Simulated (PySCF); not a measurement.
**AlH₃Br−: NMR shifts and electronic excitations in gas and solvents**

Aim: compute the NMR shifts and electronic excitations of AlH₃Br− (`[AlH3-][Br]`), and see what a dielectric continuum does where one was used.

Programs: PySCF 2.14.0, with density-fitted response routines of our own. Each step states its level of theory. These are calculated values for one molecule, in the gas phase or a continuum, unless marked as measured. Atoms count from 0, in the outputs and in this text.

### 1 The starting structure

5 atoms, charge -1, multiplicity 1; geometry from: GFN2-xTB. The atoms were then displaced at random by about 0.01 Å, so the start is not that level's minimum.

Bonds of the start (Å): Al0–Br1 2.28, Al0–H2 1.60, Al0–H3 1.63, Al0–H4 1.60.

### 2 Geometry optimisation at PBE0-D3(BJ)/def2-SVP

Job settings and geometry (Å):

```
{"job": {"xc": "PBE0", "basis": "def2-SVP", "d3": "d3bj", "grid": 1, "shake": 0.01, "kind": "geom"}, "charge": -1, "multiplicity": 1}
Al    -0.158680    -0.030990    -0.006480
Br     2.116050     0.056150     0.083740
H     -0.726390    -0.197950     1.483850
H     -0.623940     1.392790    -0.641020
H     -0.573460    -1.253970    -0.957980
```

Started as:

```bash
OMP_NUM_THREADS=1 python probes_run.py task.json out
```

One launch serves the whole session: the jobs run in the order shown.

Log:

```text
step   0  E = -2817.68538335  max force = 0.028641
step   1  E = -2817.68915420  max force = 0.005406
step   2  E = -2817.68926668  max force = 0.002552
step   3  E = -2817.68929522  max force = 0.000272
step   4  E = -2817.68929830  max force = 0.000423
optimisation converged
```

Run time: 7.6 s. Hardware: 1 thread of Intel Xeon Platinum 8259CL at 2.50GHz, shared host; peak memory 0.29 GiB.

Relaxation path:

```tsv
step	energy from step 0 (eV)	largest force component (eV/Å)
0	0.0000	1.4728
1	-0.1026	0.2780
2	-0.1057	0.1312
3	-0.1064	0.0140
4	-0.1065	0.0218
```

Close pairs (by a distance rule), those that changed most:

```tsv
bond	before (Å)	after (Å)	change (Å)
Al0–Br1	2.278	2.419	+0.141
Al0–H2	1.604	1.630	+0.026
Al0–H4	1.604	1.630	+0.026
Al0–H3	1.627	1.631	+0.004
```

The end geometry stands in the next job.

```tsv
at the end point	value
point group (found at 0.08 Å tolerance)	C3v
rotational constants (GHz, main isotopes)	68.921, 3.698, 3.698
```

### 3 NMR shieldings: PBE0/pcSseg-1 in chloroform

Job settings and geometry (Å):

```
{"job": {"kind": "nmr", "xc": "PBE0", "basis": "pcSseg-1", "solvent": "chloroform", "pop": true}, "charge": -1, "multiplicity": 1}
Al    -0.994012    -0.296192    -0.033653
Br     1.416994    -0.170965     0.115205
H     -1.557152    -0.503592     1.481694
H     -1.508875     1.109755    -0.680649
H     -1.359487    -1.566087    -0.988412
```

With the program's defaults for keys left out, this is: GIAO PBE0/pcSseg-1 NMR shielding, non-relativistic, IEF-PCM chloroform.

Log:

```text
coarse grid: 21104 points
cycle   1  E = -2817.8440678802  dE = -1.587e+00  |g| = 6.649e-01  |ddm| = 1.886e+00
cycle   2  E = -2817.8623365757  dE = -1.827e-02  |g| = 2.301e-01  |ddm| = 4.945e-01
cycle   3  E = -2817.8649175155  dE = -2.581e-03  |g| = 3.574e-02  |ddm| = 1.039e-01
cycle   4  E = -2817.8649736978  dE = -5.618e-05  |g| = 7.001e-03  |ddm| = 1.874e-02
cycle   5  E = -2817.8649802325  dE = -6.535e-06  |g| = 1.010e-03  |ddm| = 9.206e-03
final grid: 41080 points
cycle   6  E = -2817.8649684508  dE = -9.653e-08  |g| = 1.151e-03  |ddm| = 2.873e-03
cycle   7  E = -2817.8649684685  dE = -1.770e-08  |g| = 1.274e-03  |ddm| = 2.329e-03
cycle   8  E = -2817.8649686415  dE = -1.729e-07  |g| = 5.376e-05  |ddm| = 1.021e-03
cycle   9  E = -2817.8649686423  dE = -8.899e-10  |g| = 1.883e-06  |ddm| = 9.051e-05
converged SCF energy = -2817.8649686423

GIAO shielding tensors (ppm)
atom      isotropic    diamagn.    paramagn.     s11        s22        s33       span
  0 Al     443.374     792.395    -349.021    430.651    431.251    468.221     37.570
  1 Br    2964.881    3126.259    -161.378   2962.990   2964.987   2966.665      3.675
  2 H       27.349      28.640      -1.291     23.986     25.852     32.208      8.222
  3 H       27.342      28.683      -1.340     23.985     25.846     32.196      8.211
  4 H       27.349      28.608      -1.259     24.003     25.850     32.195      8.192
```

It took 4.9 s on 1 thread of Intel Xeon Platinum 8259CL at 2.50GHz, shared host; peak memory 0.4 GiB.

Shifts follow as δ = σ(reference) − σ, with reference shieldings (ppm) from runs at the same level and on the same kind of geometry: ¹H TMS 31.25, ²⁷Al AlH4- 481.4. The references are single molecules in the same continuum. Shifts against hydride references such as AlH4− lie on their own scale. Atoms listed in one row are averaged.

```tsv
atoms	environment	σ (ppm)	δ (ppm)
H2, H3, H4	hydrogen on an aluminium bonded to Br	27.35	3.90
Al0	aluminium bonded to Br, 3 H	443.4	38.0
Br1	bromine bonded to Al	2965	–
```

The run also stored atomic charges by several schemes (e):

```tsv
atoms	Mulliken	IAO	Hirshfeld	ESP fit
Al0	0.68	0.30	0.14	0.57
Br1	-0.62	-0.49	-0.40	-0.53
```

Mayer bond orders: Al0–Br1 0.65.

### 4 NMR shieldings: PBE0/pcSseg-1 in tetrahydrofuran

Job settings and geometry (Å):

```
{"job": {"kind": "nmr", "xc": "PBE0", "basis": "pcSseg-1", "solvent": "tetrahydrofuran", "pop": false}, "charge": -1, "multiplicity": 1}
Al    -0.994012    -0.296192    -0.033653
Br     1.416994    -0.170965     0.115205
H     -1.557152    -0.503592     1.481694
H     -1.508875     1.109755    -0.680649
H     -1.359487    -1.566087    -0.988412
```

With the program's defaults for keys left out, this is: GIAO PBE0/pcSseg-1 NMR shielding, non-relativistic, IEF-PCM tetrahydrofuran.

Log:

```text
coarse grid: 21104 points
cycle   1  E = -2817.8508613479  dE = -1.594e+00  |g| = 6.647e-01  |ddm| = 1.886e+00
cycle   2  E = -2817.8690026037  dE = -1.814e-02  |g| = 2.299e-01  |ddm| = 4.939e-01
cycle   3  E = -2817.8715818047  dE = -2.579e-03  |g| = 3.550e-02  |ddm| = 1.041e-01
cycle   4  E = -2817.8716381642  dE = -5.636e-05  |g| = 6.879e-03  |ddm| = 1.881e-02
cycle   5  E = -2817.8716444878  dE = -6.324e-06  |g| = 1.026e-03  |ddm| = 9.104e-03
final grid: 41080 points
cycle   6  E = -2817.8716327077  dE = -1.013e-07  |g| = 1.164e-03  |ddm| = 2.911e-03
cycle   7  E = -2817.8716327267  dE = -1.901e-08  |g| = 1.284e-03  |ddm| = 2.332e-03
cycle   8  E = -2817.8716328991  dE = -1.724e-07  |g| = 5.384e-05  |ddm| = 1.021e-03
cycle   9  E = -2817.8716329000  dE = -8.913e-10  |g| = 2.109e-06  |ddm| = 9.036e-05
converged SCF energy = -2817.8716329000

GIAO shielding tensors (ppm)
atom      isotropic    diamagn.    paramagn.     s11        s22        s33       span
  0 Al     443.361     792.361    -349.001    430.839    431.454    467.789     36.951
  1 Br    2963.742    3126.238    -162.496   2961.157   2963.250   2966.820      5.663
  2 H       27.372      28.654      -1.282     24.010     25.872     32.234      8.224
  3 H       27.365      28.697      -1.332     24.008     25.865     32.221      8.213
  4 H       27.371      28.621      -1.250     24.026     25.868     32.219      8.194
```

It took 3.1 s on 1 thread of Intel Xeon Platinum 8259CL at 2.50GHz, shared host; peak memory 0.4 GiB.

In short: σ Al0 443.4, Br1 2964, H2 27.37 ppm (means over like atoms).

### 5 Excited states and response: wB97X-D/def2-SVPD

Job settings and geometry (Å):

```
{"job": {"kind": "uv", "xc": "wB97X-D", "basis": "def2-SVPD", "dynamic": true, "nstates": 6, "ntriplets": 0}, "charge": -1, "multiplicity": 1}
Al    -0.994012    -0.296192    -0.033653
Br     1.416994    -0.170965     0.115205
H     -1.557152    -0.503592     1.481694
H     -1.508875     1.109755    -0.680649
H     -1.359487    -1.566087    -0.988412
```

Level: TDDFT wB97X-D/def2-SVPD, vertical, gas phase, core orbitals frozen in the response.

Log:

```text
coarse grid: 21104 points
cycle   1  E = -2818.1494243178  dE = -1.450e+00  |g| = 2.183e-01  |ddm| = 1.846e+00
cycle   2  E = -2818.1690858014  dE = -1.966e-02  |g| = 9.849e-02  |ddm| = 5.281e-01
cycle   3  E = -2818.1714550173  dE = -2.369e-03  |g| = 4.438e-02  |ddm| = 2.033e-01
cycle   4  E = -2818.1717163999  dE = -2.614e-04  |g| = 6.405e-03  |ddm| = 4.276e-02
cycle   5  E = -2818.1717437384  dE = -2.734e-05  |g| = 1.137e-03  |ddm| = 2.493e-02
cycle   6  E = -2818.1717447199  dE = -9.815e-07  |g| = 2.080e-04  |ddm| = 5.519e-03
final grid: 41080 points
cycle   7  E = -2818.1718825651  dE = -6.281e-08  |g| = 3.057e-04  |ddm| = 1.355e-03
cycle   8  E = -2818.1718825718  dE = -6.767e-09  |g| = 2.010e-04  |ddm| = 4.448e-04
cycle   9  E = -2818.1718825751  dE = -3.274e-09  |g| = 1.368e-05  |ddm| = 1.364e-04
cycle  10  E = -2818.1718825752  dE = -1.269e-10  |g| = 6.345e-06  |ddm| = 7.235e-05
converged SCF energy = -2818.1718825752

Static polarisability (au): isotropic 70.103, principal 65.289 65.309 79.712

Singlet excitations
state   eV       nm        f      main configurations
  1   6.0755    204.1   0.04377   H->L 0.77, H->L+1 0.10
  2   6.0776    204.0   0.04405   H-1->L 0.77, H-1->L+1 0.10
  3   6.1524    201.5   0.01608   H->L+1 0.56, H->L+2 0.22, H->L 0.12
  4   6.1554    201.4   0.01600   H-1->L+1 0.56, H-1->L+2 0.22, H-1->L 0.12
  5   6.8474    181.1   0.06642   H->L+2 0.48, H-3->L+1 0.29, H->L+1 0.08
  6   6.8478    181.1   0.06601   H-1->L+2 0.48, H-2->L+1 0.29, H-1->L+1 0.08
```

It took 4.7 s on 1 thread of Intel Xeon Platinum 8259CL at 2.50GHz, shared host; peak memory 0.4 GiB.

The orbitals next to the gap, with their largest atomic shares:

```tsv
orbital	eV	atoms
HOMO−3	-5.68	Br1 58 %, Al0 20 %, H2 12 %
HOMO−2	-5.68	Br1 58 %, Al0 20 %, H4 13 %
HOMO−1	-4.57	Br1 38 %, H4 24 %, Al0 24 %
HOMO	-4.57	Br1 38 %, Al0 24 %, H3 19 %
LUMO	5.06	Al0 82 %, Br1 6 %, H4 4 %
LUMO+1	5.69	Br1 74 %, Al0 16 %
LUMO+2	6.33	Br1 41 %, Al0 40 %, H4 6 %
```

With each of the 6 states as a Gaussian band of 0.4 eV half-width at 1/e, the curve within the window shown has maxima at 202 nm (ε 5,000), 181 nm (ε 5,500) L/(mol cm). Beyond the last state computed it falls off for lack of states. The curve at chosen wavelengths:

(nm, ε (L/mol/cm)): (173, 3058), (175, 3991), (177, 4789), (179, 5322), (181, 5527), (183, 5428), (185, 5121), (188, 4569), (190, 4317), (192, 4234), (194, 4320), (196, 4522), (198, 4757), (200, 4940), (202, 5001), (204, 4903), (206, 4640), (208, 4235), (210, 3730), (213, 2891), (215, 2341), (217, 1839), (219, 1403), (221, 1042), (223, 754), (225, 532)

Ground-state properties from the same run:

```tsv
property	computed
polarisability (Å³)	10.39
HOMO–LUMO gap (eV)	9.63
−ε(HOMO) (eV)	4.57
C6 with itself (au)	1401
```

### 6 Ultraviolet spectrum: wB97X-D/def2-SVPD in chloroform

Job settings and geometry (Å):

```
{"job": {"kind": "uv", "xc": "wB97X-D", "basis": "def2-SVPD", "solvent": "chloroform", "nstates": 6, "ntriplets": 0}, "charge": -1, "multiplicity": 1}
Al    -0.994012    -0.296192    -0.033653
Br     1.416994    -0.170965     0.115205
H     -1.557152    -0.503592     1.481694
H     -1.508875     1.109755    -0.680649
H     -1.359487    -1.566087    -0.988412
```

Level: TDDFT wB97X-D/def2-SVPD, vertical, IEF-PCM chloroform (non-equilibrium linear response), core orbitals frozen in the response.

Log:

```text
coarse grid: 21104 points
cycle   1  E = -2818.2170269305  dE = -1.517e+00  |g| = 2.163e-01  |ddm| = 1.842e+00
cycle   2  E = -2818.2345152298  dE = -1.749e-02  |g| = 9.668e-02  |ddm| = 5.384e-01
cycle   3  E = -2818.2367850866  dE = -2.270e-03  |g| = 4.260e-02  |ddm| = 1.932e-01
cycle   4  E = -2818.2370089247  dE = -2.238e-04  |g| = 6.136e-03  |ddm| = 3.475e-02
cycle   5  E = -2818.2370340027  dE = -2.508e-05  |g| = 1.052e-03  |ddm| = 1.843e-02
cycle   6  E = -2818.2370350355  dE = -1.033e-06  |g| = 2.495e-04  |ddm| = 4.171e-03
final grid: 41080 points
cycle   7  E = -2818.2371731703  dE = -7.705e-08  |g| = 3.382e-04  |ddm| = 1.231e-03
cycle   8  E = -2818.2371731801  dE = -9.839e-09  |g| = 2.312e-04  |ddm| = 4.441e-04
cycle   9  E = -2818.2371731845  dE = -4.317e-09  |g| = 1.946e-05  |ddm| = 1.548e-04
cycle  10  E = -2818.2371731849  dE = -4.152e-10  |g| = 7.539e-06  |ddm| = 8.042e-05
converged SCF energy = -2818.2371731849

Static polarisability (au): isotropic 85.712, principal 81.100 81.127 94.911

Singlet excitations
state   eV       nm        f      main configurations
  1   6.5052    190.6   0.02960   H->L+1 0.81
  2   6.5070    190.5   0.03002   H-1->L+1 0.81
  3   6.9478    178.5   0.04898   H->L 0.76
  4   6.9492    178.4   0.04862   H-1->L 0.76
  5   7.3535    168.6   0.00011   H-1->L+3 0.23, H->L+4 0.23, H->L+5 0.14
  6   7.4062    167.4   0.14910   H-2->L+1 0.47, H-1->L+2 0.29, H-2->L 0.11
```

It took 4.2 s on 1 thread of Intel Xeon Platinum 8259CL at 2.50GHz, shared host; peak memory 0.4 GiB.

In short: HOMO -8.20 eV, LUMO 2.50 eV; lowest singlet 6.51 eV.

### 7 TDDFT and polarisability: wB97X-D/def2-SVPD in tetrahydrofuran

Job settings and geometry (Å):

```
{"job": {"kind": "uv", "xc": "wB97X-D", "basis": "def2-SVPD", "solvent": "tetrahydrofuran", "nstates": 6, "ntriplets": 0}, "charge": -1, "multiplicity": 1}
Al    -0.994012    -0.296192    -0.033653
Br     1.416994    -0.170965     0.115205
H     -1.557152    -0.503592     1.481694
H     -1.508875     1.109755    -0.680649
H     -1.359487    -1.566087    -0.988412
```

Method: TDDFT wB97X-D/def2-SVPD, vertical, IEF-PCM tetrahydrofuran (non-equilibrium linear response), core orbitals frozen in the response.

Log:

```text
coarse grid: 21104 points
cycle   1  E = -2818.2237129467  dE = -1.524e+00  |g| = 2.163e-01  |ddm| = 1.842e+00
cycle   2  E = -2818.2410931852  dE = -1.738e-02  |g| = 9.653e-02  |ddm| = 5.425e-01
cycle   3  E = -2818.2433541166  dE = -2.261e-03  |g| = 4.246e-02  |ddm| = 1.928e-01
cycle   4  E = -2818.2435760674  dE = -2.220e-04  |g| = 6.153e-03  |ddm| = 3.440e-02
cycle   5  E = -2818.2436015527  dE = -2.549e-05  |g| = 1.069e-03  |ddm| = 1.826e-02
cycle   6  E = -2818.2436026615  dE = -1.109e-06  |g| = 2.543e-04  |ddm| = 4.236e-03
final grid: 41080 points
cycle   7  E = -2818.2437407918  dE = -8.254e-08  |g| = 3.384e-04  |ddm| = 1.244e-03
cycle   8  E = -2818.2437408027  dE = -1.086e-08  |g| = 2.313e-04  |ddm| = 4.502e-04
cycle   9  E = -2818.2437408071  dE = -4.452e-09  |g| = 2.153e-05  |ddm| = 1.565e-04
cycle  10  E = -2818.2437408077  dE = -5.261e-10  |g| = 7.755e-06  |ddm| = 9.205e-05
converged SCF energy = -2818.2437408077

Static polarisability (au): isotropic 88.939, principal 84.565 84.596 97.654

Singlet excitations
state   eV       nm        f      main configurations
  1   6.5475    189.4   0.02808   H->L+1 0.79, H->L 0.09
  2   6.5492    189.3   0.02847   H-1->L+1 0.79, H-1->L 0.09
  3   7.0297    176.4   0.04960   H->L 0.72, H->L+1 0.08
  4   7.0310    176.3   0.04924   H-1->L 0.72, H-1->L+1 0.08
  5   7.3919    167.7   0.00006   H-1->L+3 0.25, H->L+4 0.25, H->L+5 0.13
  6   7.4643    166.1   0.14328   H-2->L+1 0.46, H-1->L+2 0.28, H-2->L 0.14
```

It took 4.3 s on 1 thread of Intel Xeon Platinum 8259CL at 2.50GHz, shared host; peak memory 0.4 GiB.

Key values: HOMO -8.57 eV, LUMO 2.23 eV; lowest singlet 6.55 eV.

### 8 Comparing the runs: NMR shifts

Isotropic shieldings (ppm), means over like atoms, with basis size and wall time:

```tsv
run	H2	Al0	Br1	functions	time
PBE0/pcSseg-1 in chloroform	27.35	443.4	2965	80	4.9 s
PBE0/pcSseg-1 in tetrahydrofuran	27.37	443.4	2964	80	3.1 s
```

The continuum's effect on the ground state:

```tsv
solvent	ε	polarisation energy (Eh)
chloroform	4.71	-0.0670
tetrahydrofuran	7.43	-0.0737
```

### 9 Side by side: electronic excitations

Excitations and ground-state properties, with basis size and wall time:

```tsv
run	lowest singlet (eV)	brightest (eV)	f	gap (eV)	α (Å³)	functions	time
wB97X-D/def2-SVPD	6.08	6.85	0.066	9.63	10.39	89	4.7 s
wB97X-D/def2-SVPD in chloroform	6.51	7.41	0.149	10.71	12.70	89	4.2 s
wB97X-D/def2-SVPD in tetrahydrofuran	6.55	7.46	0.143	10.80	13.18	89	4.3 s
```

The continuum's effect on the ground state:

```tsv
solvent	ε	polarisation energy (Eh)
chloroform	4.71	-0.0659
tetrahydrofuran	7.43	-0.0726
```

### 10 Outcome

| quantity | value |
| --- | --- |
| point group | C3v |
| rotational constants (main isotopes) | 68.92, 3.70, 3.70 GHz |
| ¹H shifts against TMS (PBE0/pcSseg-1, chloroform, means over atoms taken as alike) | 3.90 ppm |
| ²⁷Al shifts against AlH4- (PBE0/pcSseg-1, chloroform) | 38.0 ppm |
| shieldings of Br (PBE0/pcSseg-1, chloroform) | Br1 2964.9 ppm |
| lowest singlet (wB97X-D/def2-SVPD) | 6.08 eV (204 nm), f = 0.044 |
| brightest single state of those computed | state 5, 6.85 eV, f = 0.066 |
| range of the shielding of Br1 | 2964 to 2965 ppm |
| range of the lowest singlet | 6.08 to 6.55 eV |

In words: Relaxing lowered the energy by 0.107 eV in 4 steps; the close pair that moved most is Al0–Br1, from 2.278 to 2.419 Å. At PBE0/pcSseg-1: Shielding is most anisotropic at Al0 (span 38 ppm, paramagnetic term -349 ppm). The lowest singlet, at 6.08 eV, is HOMO→LUMO 0.77, HOMO→LUMO+1 0.10 and is weak; of the 6 states computed, the strongest absorption comes from states 5 to 6 together at 6.85 eV (the last computed, so partners may be missing). The lowest singlet lies above −ε(HOMO); no detachment energy was computed, so the anion's states may not be bound. In ppm, Br1 moves most: its shielding spreads over 1 ppm, from 2964 (PBE0/pcSseg-1 in tetrahydrofuran) to 2965 (PBE0/pcSseg-1 in chloroform). The continuum holds electrostatics alone: no hydrogen bonds to the solvent, and the gas-phase geometry is kept. The lowest singlet runs from 6.08 eV (wB97X-D/def2-SVPD) to 6.55 eV (wB97X-D/def2-SVPD in tetrahydrofuran), while the orbital gap spans 9.63 to 10.80 eV. The lowest state need not be the same one in every run. Spin-orbit coupling is left out, which matters for shieldings and couplings at and beside the heavy atoms.
